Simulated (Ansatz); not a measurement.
# C2H7FO2SeZr: ionisation energy by level of theory

How much energy removes an electron from C2H7FO2SeZr at fixed geometry? The cation is run at each level and the neutral's energy taken from earlier runs.

The runs use Ansatz 0.2.0, Gaussian basis; unrestricted cation, the program's frozen cores in correlated methods.

The runs, in order: UKS PBE-D4/def2-TZVPP; UKS r2SCAN-D4/def2-TZVPP; UKS PBE0-D4/def2-TZVPP; UKS B3LYP-D4/def2-TZVPP; UKS wB97X-V/def2-TZVPP; UKS wB97M-V/def2-TZVPP; UKS B2PLYP/def2-TZVPP; UHF-CCSD(T)/def2-TZVPP; UHF-MP2/def2-QZVPP; extrapolation to the limit; then −ε(HOMO) from the neutral's earlier runs with LDA (SPW92), PBE-D4, revPBE-D4, BLYP-D4, r2SCAN-D4, B97M-V, PBE0-D4, B3LYP-D4, r2SCANh-D4, r2SCAN0-D4, HSE06-D4, BHLYP-D4, CAM-B3LYP-D4, LC-ωPBE, ωB97X-V, ωB97M-V.

**1. The relaxed structure**

The geometry comes from an earlier relaxation with PBE0-D4/def2-TZVP; it is a stationary point, not always the lowest conformer. Zr takes the def2 core potential; no spin-orbit term is included.

SMILES `C[O][Zr]([OH])([F])[Se]C`, 14 atoms, charge 0, spin multiplicity 1.

Atoms are counted from 1 here; the program's logs count them from 0.

Bond lengths: C1–O2 1.391 Å, C1–H8 1.094 Å, C1–H9 1.095 Å, C1–H10 1.095 Å, O2–Zr3 1.900 Å, Zr3–O4 1.910 Å, Zr3–F5 1.919 Å, Zr3–Se6 2.582 Å, O4–H11 0.953 Å, Se6–C7 1.973 Å, C7–H12 1.087 Å, C7–H13 1.088 Å, C7–H14 1.092 Å. Angles: O2–C1–H8 110.3°, O2–C1–H9 110.3°, O2–C1–H10 110.5°, H8–C1–H9 108.7°, H8–C1–H10 108.5°, H9–C1–H10 108.5°, C1–O2–Zr3 174.5°, O2–Zr3–O4 112.9°, O2–Zr3–F5 107.4°, O2–Zr3–Se6 107.3°, O4–Zr3–F5 112.5°, O4–Zr3–Se6 107.8°, F5–Zr3–Se6 108.7°, Zr3–O4–H11 164.8°, Zr3–Se6–C7 90.4°, Se6–C7–H12 109.3°, Se6–C7–H13 107.2°, Se6–C7–H14 112.3° and more.

**2. Cation, UKS PBE-D4/def2-TZVPP**

in.yaml reads:

```yaml
crystal:
  periodic: [false, false, false]
  atoms:
    - {symbol: C, position_ang: [1.225875, -2.083781, 0.018796]}
    - {symbol: O, position_ang: [0.134473, -1.228651, -0.089407]}
    - {symbol: Zr, position_ang: [-1.342601, -0.034118, -0.058551]}
    - {symbol: O, position_ang: [-2.848852, -0.739104, 0.881388]}
    - {symbol: F, position_ang: [-1.755103, 0.413710, -1.878591]}
    - {symbol: Se, position_ang: [-0.576965, 2.104769, 1.167780]}
    - {symbol: C, position_ang: [0.821112, 2.401430, -0.193066]}
    - {symbol: H, position_ang: [1.704761, -2.213002, -0.956710]}
    - {symbol: H, position_ang: [1.961329, -1.674217, 0.718385]}
    - {symbol: H, position_ang: [0.908891, -3.065815, 0.383622]}
    - {symbol: H, position_ang: [-3.467634, -1.304306, 1.335033]}
    - {symbol: H, position_ang: [1.773282, 2.034982, 0.183064]}
    - {symbol: H, position_ang: [0.875657, 3.473558, -0.370421]}
    - {symbol: H, position_ang: [0.585795, 1.914536, -1.141312]}
basis:
  gaussian: {orbitals: def2-TZVPP}
total_charge: 1
magnetization: {spin_polarized: true, initial_magnetization: 1}
hamiltonian: {xc: pbe, dispersion: d4}
```

Launch:

```bash
$ ansatz run in.yaml --threads 2 --pin off --events-out ev --progress --plain --max-ram 20480MiB --backend cuda --devices 0, --max-vram 18GiB
```

The runs that follow: Cation, UKS r2SCAN-D4/def2-TZVPP; Cation, UKS PBE0-D4/def2-TZVPP; Cation, UKS B3LYP-D4/def2-TZVPP; Cation, UKS wB97X-V/def2-TZVPP; Cation, UKS wB97M-V/def2-TZVPP; Cation, UKS B2PLYP (frozen core)/def2-TZVPP; Cation, UHF-CCSD(T)/def2-TZVPP; Cation, UHF-MP2/def2-QZVPP.

Q: Predict the results of all the runs planned. Wanted: ionisation energy, CCSD(T)/CBS; nearest functional by difference; nearest −ε(HOMO); −ε(HOMO) of PBE; T1 of the cation.

The runs gave:

| quantity | value |
| --- | --- |
| ionisation energy, CCSD(T)/CBS | 8.60 eV |
| nearest functional by difference | B3LYP-D4 (-0.17 eV) |
| nearest −ε(HOMO) | ωB97X-V (+0.05 eV) |
| −ε(HOMO) of PBE | 5.32 eV |
| T1 of the cation | 0.018 |

What this shows: By cation minus neutral, the functionals miss by 0.39 eV at most. −ε(HOMO) of PBE misses by 3.3 eV, since self-interaction lifts the level. Among orbital estimates ωB97X-V comes nearest. Hartree-Fock falls 1.12 eV short, as the neutral has more correlation energy than the cation. Correlated methods include outer-core shells of Se, Zr, which these sets cover unevenly. With outer-core shells in play the last digit of the reference is unsure.
